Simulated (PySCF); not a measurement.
# C2H7BN2: NMR shifts at several levels of theory

Aim: compute the NMR shifts of C2H7BN2 (`C[NH2+][BH2-]C#N`) at several levels, and see how far they spread and what each costs.

Programs: PySCF 2.14.0, with density-fitted response routines of our own. Each step states its level of theory. These are calculated values for one molecule in the gas phase, unless marked as measured. Atoms count from 0, in the outputs and in this text.

### 1 Starting geometry

12 atoms, charge 0, multiplicity 1; geometry from: GFN2-xTB.

Bonds of the start (Å): C0–N1 1.46, N1–B2 1.64, B2–C3 1.55, C3–N4 1.15, C0–H5 1.09, C0–H6 1.09, C0–H7 1.09, N1–H8 1.02, N1–H9 1.02, B2–H10 1.19, B2–H11 1.19.

### 2 Optimising the geometry at PBE0-D3(BJ)/def2-SVP

Job settings and geometry (Å):

```
{"job": {"xc": "PBE0", "basis": "def2-SVP", "d3": "d3bj", "grid": 1, "kind": "geom"}, "charge": 0, "multiplicity": 1}
C     -1.239983    -0.577389    -0.299288
N     -0.413506     0.109358     0.692959
B      0.905542     0.863045     0.064217
C      1.750443    -0.273976    -0.565478
N      2.347011    -1.146331    -1.018782
H     -1.604610     0.148183    -1.023861
H     -0.623685    -1.304107    -0.825887
H     -2.088510    -1.087719     0.160514
H     -0.063580    -0.557365     1.377113
H     -0.954578     0.817273     1.182484
H      1.470167     1.371914     0.982830
H      0.516487     1.636430    -0.752849
```

The program printed:

```text
step   0  E = -214.37458255  max force = 0.022303
step   1  E = -214.37646130  max force = 0.003554
step   2  E = -214.37650222  max force = 0.001146
step   3  E = -214.37650781  max force = 0.000181
optimisation converged
```

It took 14 s on 1 thread, shared host.

The steps of the relaxation:

| step | energy from step 0 (eV) | largest force component (eV/Å) |
| --- | --- | --- |
| 0 | 0.0000 | 1.1469 |
| 1 | -0.0511 | 0.1828 |
| 2 | -0.0522 | 0.0589 |
| 3 | -0.0524 | 0.0093 |

Distances of close pairs at the start and the end, largest changes first:

| bond | before (Å) | after (Å) | change (Å) |
| --- | --- | --- | --- |
| B2–H11 | 1.190 | 1.220 | +0.030 |
| B2–H10 | 1.192 | 1.220 | +0.027 |
| B2–C3 | 1.550 | 1.577 | +0.026 |
| N1–B2 | 1.644 | 1.621 | -0.023 |
| C3–N4 | 1.150 | 1.161 | +0.011 |
| C0–H6 | 1.089 | 1.098 | +0.009 |
| C0–N1 | 1.463 | 1.471 | +0.009 |
| C0–H5 | 1.088 | 1.097 | +0.009 |

The end geometry stands in the next job.

| at the end point | value |
| --- | --- |
| point group (found at 0.08 Å tolerance) | C1 |
| rotational constants (GHz, main isotopes) | 9.392, 3.179, 2.616 |
| dipole moment (D) | 7.46 |

### 3 Shielding tensors: PBE0/cc-pVDZ

Job settings and geometry (Å):

```
{"job": {"kind": "nmr", "xc": "PBE0", "basis": "cc-pVDZ", "pop": true}, "charge": 0, "multiplicity": 1}
C     -1.275685    -0.588145    -0.309678
N     -0.419409     0.099380     0.669491
B      0.884981     0.838971     0.053772
C      1.752923    -0.301963    -0.602373
N      2.337085    -1.189156    -1.071713
H     -1.634933     0.149059    -1.038186
H     -0.666964    -1.331207    -0.840660
H     -2.128183    -1.080171     0.179190
H     -0.100376    -0.564114     1.379251
H     -0.953341     0.811097     1.171090
H      1.452577     1.372579     0.992199
H      0.474807     1.640008    -0.769924
```

Level: GIAO PBE0/cc-pVDZ NMR shielding, non-relativistic, gas phase.

The program printed:

```text
coarse grid: 9728 points
cycle   1  E = -214.4815231782  dE =  3.574e-01  |g| = 3.849e-01  |ddm| = 6.218e+00
cycle   2  E = -214.4382273692  dE =  4.330e-02  |g| = 6.241e-01  |ddm| = 1.501e+00
cycle   3  E = -214.5217199077  dE = -8.349e-02  |g| = 1.598e-01  |ddm| = 7.943e-01
cycle   4  E = -214.5279908176  dE = -6.271e-03  |g| = 3.113e-02  |ddm| = 2.675e-01
cycle   5  E = -214.5281990424  dE = -2.082e-04  |g| = 1.012e-02  |ddm| = 4.922e-02
cycle   6  E = -214.5282191860  dE = -2.014e-05  |g| = 2.115e-03  |ddm| = 1.649e-02
cycle   7  E = -214.5282202506  dE = -1.065e-06  |g| = 4.164e-04  |ddm| = 3.582e-03
final grid: 93216 points
cycle   8  E = -214.5392577241  dE = -2.732e-05  |g| = 7.059e-03  |ddm| = 5.320e-02
cycle   9  E = -214.5392560500  dE =  1.674e-06  |g| = 7.795e-03  |ddm| = 2.642e-02
cycle  10  E = -214.5392706524  dE = -1.460e-05  |g| = 8.747e-04  |ddm| = 1.316e-02
cycle  11  E = -214.5392708284  dE = -1.760e-07  |g| = 1.813e-04  |ddm| = 1.532e-03
cycle  12  E = -214.5392708324  dE = -4.029e-09  |g| = 1.146e-04  |ddm| = 3.294e-04
cycle  13  E = -214.5392708351  dE = -2.653e-09  |g| = 4.442e-05  |ddm| = 1.619e-04
cycle  14  E = -214.5392708355  dE = -4.298e-10  |g| = 5.386e-06  |ddm| = 5.529e-05
converged SCF energy = -214.5392708355

GIAO shielding tensors (ppm)
atom      isotropic    diamagn.    paramagn.     s11        s22        s33       span
  0 C      164.893     246.974     -82.082    143.446    154.061    197.171     53.724
  1 N      228.204     302.867     -74.664    220.009    223.617    240.985     20.976
  2 B      135.493     197.632     -62.139    124.335    128.665    153.479     29.143
  3 C       71.747     261.675    -189.928    -38.153    -35.420    288.814    326.967
  4 N      -40.481     340.880    -381.361   -211.221   -193.974    283.752    494.973
  5 H       28.983      30.028      -1.045     25.429     27.066     34.456      9.028
  6 H       27.957      31.257      -3.300     23.485     28.134     32.251      8.766
  7 H       29.041      28.747       0.293     24.489     26.885     35.749     11.260
  8 H       28.747      30.411      -1.664     22.714     25.817     37.709     14.996
  9 H       28.953      29.390      -0.436     22.175     25.996     38.689     16.514
 10 H       29.015      29.824      -0.808     25.815     28.522     32.708      6.893
 11 H       29.186      31.030      -1.844     26.338     28.865     32.356      6.017
```

Run time: 7.9 s. Hardware: 1 thread, shared host.

The references, computed at this level on geometries of the same kind, shield at (ppm): ¹H TMS 31.29, ¹³C TMS 196.8, ¹⁵N NH3 273.1, ¹¹B BF3·OEt2 113.8. Their shielding less the atom's gives the shift. The references are single molecules in the gas phase, so shifts against H2O, NH3, PH3, H3PO4 or CFCl3 are not on the usual liquid scales and can be off by tens of ppm. Atoms listed in one row are averaged.

| atoms | environment | σ (ppm) | δ (ppm) |
| --- | --- | --- | --- |
| C3 | nitrile carbon | 71.7 | 125.0 |
| C0 | methyl carbon bonded to N | 164.9 | 31.9 |
| H5, H6, H7 | hydrogen on a methyl carbon bonded to N | 28.66 | 2.63 |
| H8, H9 | hydrogen on a donor nitrogen of a Lewis adduct | 28.85 | 2.44 |
| H10, H11 | hydrogen on a boron bonded to C, N | 29.10 | 2.19 |
| N4 | nitrile nitrogen | -40.5 | 313.6 |
| N1 | donor nitrogen of a Lewis adduct | 228.2 | 44.9 |
| B2 | boron bonded to C, N, 2 H | 135.5 | -21.7 |

Charges from the same density, by scheme (e):

| atoms | Mulliken | IAO | Hirshfeld | ESP fit |
| --- | --- | --- | --- | --- |
| C0 | -0.04 | -0.31 | -0.03 | -0.23 |
| N1 | 0.01 | -0.27 | -0.02 | -0.22 |
| B2 | -0.15 | -0.27 | -0.02 | -0.15 |
| C3 | -0.07 | 0.03 | -0.02 | 0.27 |
| N4 | -0.19 | -0.27 | -0.25 | -0.47 |

Mayer bond orders: C0–N1 1.01, N1–B2 0.80, B2–C3 1.00, C3–N4 3.05.

### 4 NMR shieldings: PBE0/cc-pVTZ

Settings changed since step 3:

```diff
@@ -1,2 +1,2 @@
-{"job": {"kind": "nmr", "xc": "PBE0", "basis": "cc-pVDZ", "pop": true}, "charge": 0, "multiplicity": 1}
+{"job": {"kind": "nmr", "xc": "PBE0", "basis": "cc-pVTZ", "pop": true}, "charge": 0, "multiplicity": 1}
 C     -1.275685    -0.588145    -0.309678
```

Level: GIAO PBE0/cc-pVTZ NMR shielding, non-relativistic, gas phase.

The program printed:

```text
coarse grid: 9728 points
cycle   1  E = -214.5583455752  dE =  3.136e-01  |g| = 4.049e-01  |ddm| = 6.848e+00
cycle   2  E = -214.5190505438  dE =  3.930e-02  |g| = 6.279e-01  |ddm| = 1.552e+00
cycle   3  E = -214.5996645726  dE = -8.061e-02  |g| = 1.817e-01  |ddm| = 8.557e-01
cycle   4  E = -214.6071783475  dE = -7.514e-03  |g| = 3.922e-02  |ddm| = 2.816e-01
cycle   5  E = -214.6075102855  dE = -3.319e-04  |g| = 1.018e-02  |ddm| = 5.387e-02
cycle   6  E = -214.6075286196  dE = -1.833e-05  |g| = 2.671e-03  |ddm| = 1.632e-02
cycle   7  E = -214.6075301508  dE = -1.531e-06  |g| = 5.640e-04  |ddm| = 4.263e-03
final grid: 93216 points
cycle   8  E = -214.6033733651  dE = -6.924e-05  |g| = 7.357e-03  |ddm| = 8.548e-02
cycle   9  E = -214.6033711369  dE =  2.228e-06  |g| = 8.086e-03  |ddm| = 2.634e-02
cycle  10  E = -214.6033857619  dE = -1.463e-05  |g| = 1.006e-03  |ddm| = 1.302e-02
cycle  11  E = -214.6033859513  dE = -1.894e-07  |g| = 3.901e-04  |ddm| = 1.684e-03
cycle  12  E = -214.6033859738  dE = -2.254e-08  |g| = 2.294e-04  |ddm| = 6.011e-04
cycle  13  E = -214.6033859844  dE = -1.054e-08  |g| = 3.950e-05  |ddm| = 2.732e-04
cycle  14  E = -214.6033859847  dE = -3.266e-10  |g| = 8.382e-06  |ddm| = 6.145e-05
converged SCF energy = -214.6033859847

GIAO shielding tensors (ppm)
atom      isotropic    diamagn.    paramagn.     s11        s22        s33       span
  0 C      154.701     243.612     -88.911    132.923    143.095    188.086     55.162
  1 N      218.627     296.499     -77.872    210.003    213.016    232.861     22.858
  2 B      128.945     192.318     -63.373    115.902    121.745    149.187     33.285
  3 C       53.448     263.269    -209.821    -65.837    -62.565    288.746    354.583
  4 N      -65.955     336.971    -402.926   -247.911   -229.702    279.748    527.658
  5 H       28.959      29.582      -0.623     25.442     27.012     34.422      8.980
  6 H       27.908      30.306      -2.399     23.498     28.154     32.071      8.573
  7 H       28.939      28.901       0.037     24.384     26.642     35.790     11.407
  8 H       28.514      29.864      -1.350     22.446     25.405     37.690     15.243
  9 H       28.691      29.143      -0.452     21.815     25.599     38.659     16.843
 10 H       29.001      29.274      -0.273     25.818     28.542     32.644      6.826
 11 H       29.185      29.853      -0.669     26.381     28.914     32.260      5.879
```

Run time: 25 s. Hardware: 1 thread, shared host.

Key values: δ C3 133.8, C0 32.6, N4 332.7, N1 48.1, H5 2.69, H8 2.69 ppm (means over like atoms).

### 5 Nuclear shieldings: PBE0/aug-cc-pVDZ

Settings changed since step 4:

```diff
@@ -1,2 +1,2 @@
-{"job": {"kind": "nmr", "xc": "PBE0", "basis": "cc-pVTZ", "pop": true}, "charge": 0, "multiplicity": 1}
+{"job": {"kind": "nmr", "xc": "PBE0", "basis": "aug-cc-pVDZ", "pop": true}, "charge": 0, "multiplicity": 1}
 C     -1.275685    -0.588145    -0.309678
```

Method: GIAO PBE0/aug-cc-pVDZ NMR shielding, non-relativistic, gas phase.

The program printed:

```text
coarse grid: 9728 points
cycle   1  E = -214.4968698626  dE =  3.421e-01  |g| = 3.809e-01  |ddm| = 8.750e+00
cycle   2  E = -214.4554248595  dE =  4.145e-02  |g| = 6.129e-01  |ddm| = 1.918e+00
cycle   3  E = -214.5365676034  dE = -8.114e-02  |g| = 1.639e-01  |ddm| = 9.032e-01
cycle   4  E = -214.5430891961  dE = -6.522e-03  |g| = 3.264e-02  |ddm| = 3.443e-01
cycle   5  E = -214.5433276906  dE = -2.385e-04  |g| = 9.141e-03  |ddm| = 8.671e-02
cycle   6  E = -214.5433439182  dE = -1.623e-05  |g| = 2.365e-03  |ddm| = 1.994e-02
cycle   7  E = -214.5433452229  dE = -1.305e-06  |g| = 4.334e-04  |ddm| = 5.573e-03
final grid: 93216 points
cycle   8  E = -214.5543909507  dE = -3.135e-05  |g| = 7.128e-03  |ddm| = 1.397e-01
cycle   9  E = -214.5543887339  dE =  2.217e-06  |g| = 7.995e-03  |ddm| = 3.450e-02
cycle  10  E = -214.5544040962  dE = -1.536e-05  |g| = 8.805e-04  |ddm| = 1.519e-02
cycle  11  E = -214.5544042730  dE = -1.767e-07  |g| = 2.227e-04  |ddm| = 2.017e-03
cycle  12  E = -214.5544042786  dE = -5.649e-09  |g| = 1.594e-04  |ddm| = 4.758e-04
cycle  13  E = -214.5544042838  dE = -5.209e-09  |g| = 3.721e-05  |ddm| = 2.282e-04
cycle  14  E = -214.5544042841  dE = -3.170e-10  |g| = 6.996e-06  |ddm| = 8.154e-05
converged SCF energy = -214.5544042841

GIAO shielding tensors (ppm)
atom      isotropic    diamagn.    paramagn.     s11        s22        s33       span
  0 C      164.281     199.687     -35.406    143.088    152.894    196.861     53.772
  1 N      227.335     282.645     -55.310    218.692    222.366    240.947     22.254
  2 B      133.922     228.942     -95.019    122.062    126.777    152.927     30.865
  3 C       65.771     270.540    -204.769    -47.414    -43.152    287.879    335.294
  4 N      -34.590     316.174    -350.764   -202.652   -184.345    283.228    485.880
  5 H       29.017      26.901       2.116     25.540     27.082     34.430      8.890
  6 H       27.968      27.741       0.227     23.634     28.261     32.008      8.373
  7 H       28.947      29.155      -0.208     24.347     26.741     35.754     11.406
  8 H       28.611      30.491      -1.879     22.648     25.574     37.612     14.964
  9 H       28.765      32.881      -4.115     22.014     25.713     38.569     16.555
 10 H       28.921      25.602       3.319     25.682     28.483     32.599      6.917
 11 H       29.127      27.583       1.544     26.266     28.911     32.203      5.937
```

It took 16 s on 1 thread, shared host.

This run: δ C3 129.3, C0 30.8, N4 304.4, N1 42.5, H5 2.75, H8 2.71 ppm (means over like atoms).

### 6 Nuclear shieldings: PBE0/IGLO-III

Settings changed since step 5:

```diff
@@ -1,2 +1,2 @@
-{"job": {"kind": "nmr", "xc": "PBE0", "basis": "aug-cc-pVDZ", "pop": true}, "charge": 0, "multiplicity": 1}
+{"job": {"kind": "nmr", "xc": "PBE0", "basis": "IGLO-III", "pop": true}, "charge": 0, "multiplicity": 1}
 C     -1.275685    -0.588145    -0.309678
```

Method: GIAO PBE0/IGLO-III NMR shielding, non-relativistic, gas phase.

The program printed:

```text
coarse grid: 9728 points
cycle   1  E = -214.5689764233  dE =  3.131e-01  |g| = 4.075e-01  |ddm| = 2.099e+00
cycle   2  E = -214.5256031819  dE =  4.337e-02  |g| = 6.412e-01  |ddm| = 7.072e-01
cycle   3  E = -214.6100896430  dE = -8.449e-02  |g| = 1.817e-01  |ddm| = 3.582e-01
cycle   4  E = -214.6175351505  dE = -7.446e-03  |g| = 4.097e-02  |ddm| = 1.041e-01
cycle   5  E = -214.6179021951  dE = -3.670e-04  |g| = 1.008e-02  |ddm| = 2.289e-02
cycle   6  E = -214.6179198160  dE = -1.762e-05  |g| = 2.924e-03  |ddm| = 5.186e-03
cycle   7  E = -214.6179216039  dE = -1.788e-06  |g| = 6.092e-04  |ddm| = 1.668e-03
final grid: 93216 points
cycle   8  E = -214.6149109883  dE = -7.945e-05  |g| = 7.321e-03  |ddm| = 6.300e-02
cycle   9  E = -214.6149085787  dE =  2.410e-06  |g| = 8.071e-03  |ddm| = 9.193e-03
cycle  10  E = -214.6149230162  dE = -1.444e-05  |g| = 1.107e-03  |ddm| = 4.118e-03
cycle  11  E = -214.6149232149  dE = -1.986e-07  |g| = 5.594e-04  |ddm| = 6.798e-04
cycle  12  E = -214.6149232706  dE = -5.572e-08  |g| = 2.482e-04  |ddm| = 2.941e-04
cycle  13  E = -214.6149232829  dE = -1.230e-08  |g| = 3.778e-05  |ddm| = 1.127e-04
cycle  14  E = -214.6149232832  dE = -2.913e-10  |g| = 8.161e-06  |ddm| = 2.157e-05
converged SCF energy = -214.6149232832

GIAO shielding tensors (ppm)
atom      isotropic    diamagn.    paramagn.     s11        s22        s33       span
  0 C      150.303     249.366     -99.063    127.914    138.241    184.753     56.839
  1 N      215.739     315.142     -99.403    206.781    209.662    230.774     23.993
  2 B      124.866     188.494     -63.628    111.591    117.759    145.249     33.658
  3 C       45.242     254.724    -209.482    -78.193    -74.591    288.510    366.703
  4 N      -72.496     343.486    -415.983   -257.556   -237.529    277.596    535.152
  5 H       29.026      29.824      -0.798     25.476     27.118     34.484      9.008
  6 H       27.982      30.819      -2.838     23.561     28.288     32.095      8.534
  7 H       29.004      28.400       0.604     24.422     26.750     35.841     11.419
  8 H       28.619      30.174      -1.555     22.565     25.538     37.756     15.190
  9 H       28.802      29.060      -0.258     21.954     25.743     38.707     16.753
 10 H       29.001      28.266       0.735     25.803     28.547     32.651      6.848
 11 H       29.169      29.286      -0.117     26.355     28.908     32.245      5.890
```

Wall time 24 s (1 thread, shared host).

This run: δ C3 138.5, C0 33.5, N4 333.0, N1 44.8, H5 2.70, H8 2.66 ppm (means over like atoms).

### 7 Nuclear shieldings: PBE0/pcSseg-0

Settings changed since step 6:

```diff
@@ -1,2 +1,2 @@
-{"job": {"kind": "nmr", "xc": "PBE0", "basis": "IGLO-III", "pop": true}, "charge": 0, "multiplicity": 1}
+{"job": {"kind": "nmr", "xc": "PBE0", "basis": "pcSseg-0", "pop": true}, "charge": 0, "multiplicity": 1}
 C     -1.275685    -0.588145    -0.309678
```

With the program's defaults for keys left out, this is: GIAO PBE0/pcSseg-0 NMR shielding, non-relativistic, gas phase.

The program printed:

```text
coarse grid: 9728 points
cycle   1  E = -214.0186350910  dE =  2.971e-01  |g| = 3.480e-01  |ddm| = 3.213e+00
cycle   2  E = -213.9759122201  dE =  4.272e-02  |g| = 6.122e-01  |ddm| = 1.043e+00
cycle   3  E = -214.0538274172  dE = -7.792e-02  |g| = 1.266e-01  |ddm| = 5.843e-01
cycle   4  E = -214.0574936327  dE = -3.666e-03  |g| = 4.291e-02  |ddm| = 1.484e-01
cycle   5  E = -214.0578682979  dE = -3.747e-04  |g| = 1.017e-02  |ddm| = 3.862e-02
cycle   6  E = -214.0578912735  dE = -2.298e-05  |g| = 1.330e-03  |ddm| = 1.230e-02
cycle   7  E = -214.0578917972  dE = -5.237e-07  |g| = 2.655e-04  |ddm| = 2.269e-03
final grid: 93216 points
cycle   8  E = -214.0419893635  dE = -1.358e-05  |g| = 4.089e-03  |ddm| = 1.927e-02
cycle   9  E = -214.0419895409  dE = -1.774e-07  |g| = 4.106e-03  |ddm| = 8.905e-03
cycle  10  E = -214.0419935588  dE = -4.018e-06  |g| = 5.730e-04  |ddm| = 4.391e-03
cycle  11  E = -214.0419936171  dE = -5.823e-08  |g| = 2.548e-04  |ddm| = 6.347e-04
cycle  12  E = -214.0419936296  dE = -1.258e-08  |g| = 7.906e-05  |ddm| = 2.551e-04
cycle  13  E = -214.0419936310  dE = -1.338e-09  |g| = 2.270e-05  |ddm| = 7.448e-05
cycle  14  E = -214.0419936311  dE = -1.139e-10  |g| = 3.042e-06  |ddm| = 2.181e-05
converged SCF energy = -214.0419936311

GIAO shielding tensors (ppm)
atom      isotropic    diamagn.    paramagn.     s11        s22        s33       span
  0 C      157.714     247.974     -90.261    134.157    144.592    194.393     60.235
  1 N      231.784     319.301     -87.517    221.340    225.486    248.525     27.185
  2 B      129.978     183.090     -53.112    117.364    122.197    150.373     33.009
  3 C       47.192     277.324    -230.132    -76.877    -73.169    291.621    368.498
  4 N      -82.985     326.362    -409.347   -276.629   -252.668    280.343    556.972
  5 H       30.002      28.942       1.060     25.917     28.104     35.984     10.067
  6 H       29.113      29.534      -0.421     23.945     29.400     33.992     10.047
  7 H       30.088      28.980       1.109     24.945     28.089     37.231     12.286
  8 H       31.063      31.474      -0.411     25.274     27.632     40.284     15.009
  9 H       31.251      31.212       0.039     24.454     27.800     41.498     17.044
 10 H       29.365      28.058       1.307     25.215     29.124     33.755      8.541
 11 H       29.574      28.027       1.547     25.649     29.570     33.503      7.854
```

It took 4.2 s on 1 thread, shared host.

Key values: δ C3 146.3, C0 35.8, N4 349.0, N1 34.2, H10 3.36, H5 3.10 ppm (means over like atoms).

### 8 Comparing the runs: NMR shifts

Shifts (ppm) of some atoms, chosen among heavy atoms and hydrogens apart, means over like atoms, with basis size and wall time:

| run | C3 | C0 | H8 | H10 | N4 | N1 | B2 | functions | time |
| --- | --- | --- | --- | --- | --- | --- | --- | --- | --- |
| PBE0/cc-pVDZ | 125.0 | 31.9 | 2.44 | 2.19 | 313.6 | 44.9 | -21.7 | 105 | 7.9 s |
| PBE0/cc-pVTZ | 133.8 | 32.6 | 2.69 | 2.20 | 332.7 | 48.1 | -26.2 | 248 | 25 s |
| PBE0/aug-cc-pVDZ | 129.3 | 30.8 | 2.71 | 2.37 | 304.4 | 42.5 | -23.7 | 178 | 16 s |
| PBE0/IGLO-III | 138.5 | 33.5 | 2.66 | 2.29 | 333.0 | 44.8 | -24.9 | 245 | 24 s |
| PBE0/pcSseg-0 | 146.3 | 35.8 | 1.68 | 3.36 | 349.0 | 34.2 | -25.1 | 59 | 4.2 s |

### 9 Results

```
                                                             quantity                 value
                                                          point group                    C1
                                 rotational constants (main isotopes)  9.39, 3.18, 2.62 GHz
                                ¹³C shifts against TMS (PBE0/cc-pVDZ)       125.0, 31.9 ppm
¹H shifts against TMS (PBE0/cc-pVDZ, means over atoms taken as alike)  2.63, 2.44, 2.19 ppm
                                ¹⁵N shifts against NH3 (PBE0/cc-pVDZ)       313.6, 44.9 ppm
                           ¹¹B shifts against BF3·OEt2 (PBE0/cc-pVDZ)             -21.7 ppm
                                             range of the shift of N4    304.4 to 349.0 ppm
```

What this shows: Single values in the summary come from the first run of each kind that ended normally (PBE0/cc-pVDZ), which need not be the best level. Relaxing lowered the energy by 0.052 eV in 3 steps; the close pair that moved most is B2–H11, from 1.190 to 1.220 Å. No frequency check was run at this level, so the end point may be a saddle. At PBE0/cc-pVDZ: The largest span, 495 ppm, is at N4, where the paramagnetic term is -381 ppm. In ppm, N4 moves most: its shift spreads over 44.6 ppm, from 304.4 (PBE0/aug-cc-pVDZ) to 349.0 (PBE0/pcSseg-0).
